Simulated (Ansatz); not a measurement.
Below is the output of a Python script on Ansatz 0.2.0 through its Python package that makes a single point from an input typed as a dict of GaFe2, space group P-3m1. Write a script that gives it. Level of theory: r2SCAN, PAW, the default cutoff (500 eV here), 10×10×4 k-points, Gaussian smearing of 0.15 eV, collinear spin.

```
CELL_PARAMETERS angstrom
2.65302 0.00000 0.00000
-1.32651 2.29758 0.00000
0.00000 0.00000 6.33909
ATOMIC_POSITIONS crystal
Ga 0.00000 0.00000 0.00000
Fe 0.33333 0.66667 0.66656
Fe 0.66667 0.33333 0.33344
```

Output of `python run_deck.py`:
```text
DeckWarning: the atoms were moved onto the symmetric positions of the space group found under crystal.symmetry.tolerance 1.0e-5 (fractional; no operation is sought that the atoms, as they stand in a [...]
DeckWarning: basis.ecutwfc = 500 eV, auto-derived from the records' recommended cutoffs: set by Ga (their level for a meta-GGA)
converged          True
n_iterations       16
n_electrons        45.0
n_kpoints          50
n_pw               971
n_symmetry_ops     12
free_energy_ev     -12761.82072948265
fermi_energy_ev    16.16791855340129
levels less the Fermi level (eV) at the first k-points
k = (0.000, 0.000, 0.000)
    -92.557 -92.535 -57.260 -57.174 -57.174 -57.153 -57.153 -57.121 -15.909 -15.798 -15.798 -15.435 -15.435 -12.249 -6.645 -6.347 -3.988 -3.366 -3.366 -3.254 -3.254 -2.998 -2.695 -2.695 -2.244 -2.244 6.564 8.406 16.240 16.240 18.828 19.114
k = (0.000, 0.000, 0.250)
    -92.557 -92.535 -57.260 -57.174 -57.174 -57.153 -57.153 -57.121 -15.909 -15.798 -15.798 -15.435 -15.435 -12.164 -7.781 -5.328 -3.708 -3.363 -3.363 -3.265 -3.265 -2.753 -2.696 -2.696 -2.233 -2.233 4.124 11.432 16.209 16.209 18.489 19.228
k = (0.000, 0.000, -0.500)
    -92.557 -92.535 -57.260 -57.174 -57.174 -57.153 -57.153 -57.122 -15.909 -15.798 -15.798 -15.435 -15.435 -12.070 -8.315 -5.026 -3.503 -3.360 -3.360 -3.275 -3.275 -2.698 -2.698 -2.223 -2.223 -2.126 2.539 15.449 15.533 16.178 16.178 18.561
pressure 0.568 GPa
stress tensor, GPa, positive in compression
[[-1.07   0.     0.   ]
 [ 0.    -1.07   0.   ]
 [ 0.     0.     3.843]]
gap on the k mesh: withheld (metal, or smearing too wide to tell)
lowest empty less highest filled band, by band count: -2.971 eV
site moments (muB): [-0.09, 2.82, 2.82]
electrons up, down: [25.147, 19.853]
```
(Warnings from the package without file and line, shortened.)

One script that gives this output:

`run_deck.py`
```python
"""GaFe2 from an input typed as a mapping."""

import ansatz as az
import numpy as np

inputs = {
    "crystal": {
        "lattice": [[2.653016, 0.0, 0.0], [-1.326508, 2.297579, 0.0], [0.0, 0.0, 6.339092]],
        "atoms": [
            {"symbol": "Ga", "position": [0.0, 0.0, 0.0]},
            {
                "symbol": "Fe",
                "position": [0.333333, 0.666667, 0.66656],
                "spin": 3.5,
            },
            {
                "symbol": "Fe",
                "position": [0.666667, 0.333333, 0.33344],
                "spin": 3.5,
            },
        ],
    },
    "magnetization": {"spin_polarized": True},
    "kpoints": {"mp_grid": {"grid": [10, 10, 4]}},
    "hamiltonian": {"xc": "r2scan"},
    "scf": {"occupations": {"method": "gaussian", "width": 0.15}},
    "output": {"stress": True, "eigenvalues": True},
}

planned = az.Session.from_dict(inputs).plan(threads=1, pin="off")
res = planned.execute()
rep = res.report

for key in ("converged", "n_iterations", "n_electrons", "n_kpoints", "n_pw", "n_symmetry_ops", "free_energy_ev", "fermi_energy_ev"):
    print(f"{key:18s} {rep[key]}")

fermi = rep["fermi_energy_ev"]
print("levels less the Fermi level (eV) at the first k-points")
for k, levels in list(zip(rep["kpoints_frac"], rep["eigenvalues_ev"]))[:3]:
    print("k = ({:.3f}, {:.3f}, {:.3f})".format(*k))
    print("   ", " ".join(f"{e - fermi:.3f}" for e in levels))

# pressure is a third of the trace
stress = np.array(rep["stress_gpa"])
print(f"pressure {np.trace(stress) / 3:.3f} GPa")
print("stress tensor, GPa, positive in compression")
print(np.round(stress, 3) + 0.0)

gap = None if "band_edges_ev" not in rep else rep["band_edges_ev"][1] - rep["band_edges_ev"][0]
print("gap on the k mesh:", "withheld (metal, or smearing too wide to tell)" if gap is None else f"{gap:.3f} eV")
print("lowest empty less highest filled band, by band count:", round(rep["gap_by_band_count_ev"], 3), "eV")

print("site moments (muB):", [round(m, 2) for m in rep["site_moments_mub"]])
print("electrons up, down:", [round(n, 3) for n in rep["spin_occupation_sums"]])
```

What to keep in mind:
- Total energies depend on the potentials; only differences at equal settings carry meaning. A total without «per atom» is that of the cell as typed.
- Other magnetic orders than the one started from may lie lower.
- The levels shown are those of the first spin channel.
- The mesh is modest for a metal, so energies can be off by several to tens of meV an atom and pressures by half a GPa or more; differences at equal mesh fare better.
- Only differences from the Fermi energy are physical; the zero of the scale is a convention.
- A gap by band count of zero or less means overlapping bands, a metal.
- r2SCAN tends to overestimate the moments of itinerant magnets.
- This cell is a computed structure, which may not be the phase found in nature.
- Gaps and levels are Kohn-Sham values on a finite set of k-points, without spin-orbit coupling.
- Wall time of the script: 26 s on 1 thread of Arm Neoverse V2, on a shared host, peak memory 0.57 GiB.

(Lines on the test bed's own set-up are left out of the output.)
